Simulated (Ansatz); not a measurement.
# Tin, bcc under PBEsol: ground state and equation of state

Aim: take tin in the bcc structure, relax it, solve it on a dense k-mesh, then scale the cell to 7 volumes from 88 to 112 % of the relaxed one and try a fit of the equation of state. Spin polarisation is left out. The k-meshes are 12×12×12 for the relaxation; 19×19×19 for the dense run; 13×13×13 for the volumes.

Method: DFT PBEsol, plane waves (420 eV) with PAW, scalar-relativistic; PBE-made PAW files, in Ansatz 0.2.0.

## 1. The system as given

The structure is cubic, space group Im-3m (No. 229). The conventional cell has a = 3.827 Å, b = 3.827 Å, c = 3.827 Å, α = 90.00°, β = 90.00°, γ = 90.00°. Sn (site symmetry m-3m) is surrounded by 8 Sn at 3.31 Å.

As a file:

```cif
data_structure
_symmetry_space_group_name_H-M 'P 1'
_symmetry_Int_Tables_number 1
_cell_length_a 3.3147
_cell_length_b 3.3147
_cell_length_c 3.3147
_cell_angle_alpha 109.471
_cell_angle_beta 109.471
_cell_angle_gamma 109.471
_cell_volume 28.03
loop_
_atom_site_label
_atom_site_type_symbol
_atom_site_fract_x
_atom_site_fract_y
_atom_site_fract_z
_atom_site_occupancy
Sn1 Sn 0.00000 0.00000 0.00000 1
```

## 2. Relaxation of the cell

input.yaml

```yaml
crystal:
  lattice:
    - [-1.9137253733, 1.9137253733, 1.9137253733]
    - [1.9137253733, -1.9137253733, 1.9137253733]
    - [1.9137253733, 1.9137253733, -1.9137253733]
  atoms:
    - { symbol: Sn, position: [0.0, 0.0, 0.0] }
hamiltonian:
  xc: pbesol
  pseudopotentials:
    kind: paw
    azcp:
      Sn: "pseudopotentials/Sn.paw.azcp"
basis:
  ecutwfc: 420
  fft_grid_basis: typed
kpoints:
  mp_grid: { grid: [12, 12, 12], shift: [0, 0, 0] }
magnetization:
  spin_polarized: false
scf:
  occupations: { method: fermi_dirac, width: 0.1 }
relax:
  max_steps: 60
  f_tol: 0.01
  cell: {}
output:
  write_density: true
  write_potential: true
  elf: true
  volumetric_format: npy
```

The runs that follow: Dense single point; Equation of state: 88 %; Equation of state: 92 %; Equation of state: 96 %; Equation of state: 100 %; Equation of state: 104 %; Equation of state: 108 %; Equation of state: 112 %.

Before running it: what results should come out? Wanted: space group; conventional cell; volume; shortest distance; gap on the mesh; relative to beta-Sn; V₀, B₀, B₀′.

The runs gave:

| quantity | value |
| --- | --- |
| space group (spins left aside) | Im-3m (No. 229) |
| conventional cell | a = 3.736 Å |
| volume | 26.066 Å³/atom |
| shortest distance | 3.235 Å |
| gap on the mesh | none (levels filled in part) |
| relative to beta-Sn (white tin) | +29 meV/atom |
| V₀, B₀, B₀′ | 26.192 Å³/atom, 55 GPa, 4.8 |

What this shows: The relaxation shrank the cell by 7.0 % in volume. It lies 29 meV/atom above the element's reference form at the same level (beta-Sn (white tin), from a run of its own). No gap shows: it is a metal or semimetal at this level. The fitted modulus is 55 GPa. Relaxation kept the symmetry; phonons were not checked.
